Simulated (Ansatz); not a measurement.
Working through an atomisation energy of C₂H₃NO, SMILES N=C=CO

Program: the Python package of Ansatz (0.2.0).

The cells in order, each with its output:

In [1]:
```python
from collections import Counter

import ansatz as az
from rdkit import Chem
from rdkit.Chem import AllChem
```

In [2]:
```python
def single_point(molecule, charge=0, unpaired=0):
    calc = molecule.calculation().basis(gaussian='aug-cc-pVDZ').correlation('mp2')
    if charge:
        calc = calc.charge(charge)
    if unpaired:
        calc = calc.spin('collinear', total=unpaired)
    report = calc.run().report
    if report['published_state_doubts']:
        print('  doubts:', report['published_state_doubts'])
    return report['free_energy_ev']
```

In [3]:
```python
# a force-field geometry from the SMILES
rd = Chem.AddHs(Chem.MolFromSmiles('N=C=CO'))
AllChem.EmbedMolecule(rd, randomSeed=180)
AllChem.UFFOptimizeMolecule(rd)
system = az.Crystal.molecule()
for atom, xyz in zip(rd.GetAtoms(), rd.GetConformer().GetPositions()):
    system = system.atom(atom.GetSymbol(), xyz.round(5).tolist())

# Hund ground states
unpaired = {'N': 3, 'C': 2, 'O': 2, 'H': 1}
counts = Counter(site.symbol for site in system.cartesian_sites)
atom_energy = {s: single_point(az.Crystal.molecule().atom(s, (0, 0, 0)), 0, unpaired[s]) for s in counts}
whole = single_point(system, 0, 0)
for s, e in atom_energy.items():
    print(f'{s:2s} x{counts[s]}  {e:14.5f} eV')
print(f'C2H3NO: {whole:.5f} eV')
split = sum(counts[s] * e for s, e in atom_energy.items()) - whole
print(f'atomisation energy (no zero-point term): {96.485332 * split:.1f} kJ/mol, {split / sum(counts.values()):.3f} eV an atom')
```
```text
N  x1     -1482.15450 eV
C  x2     -1026.99755 eV
O  x1     -2038.32238 eV
H  x3       -13.58758 eV
C2H3NO: -5641.43855 eV
atomisation energy (no zero-point term): 2528.3 kJ/mol, 3.743 eV an atom
```

2528.3 kJ/mol from the electronic energies, without the zero-point term.

Total energies depend on the basis set; only differences at equal settings carry meaning. The geometry is a force-field or estimated start, not a minimum of this method, and the basis set is short of its limit. All parts are taken at fixed geometry, without zero-point energy. In double-zeta sets correlated atomisation energies come out some 10 to 15 % low. It ran for 3 s on 1 thread of Intel(R) Xeon(R) CPU @ 2.60GHz (Ice Lake) (shared host), peak memory 0.33 GiB.
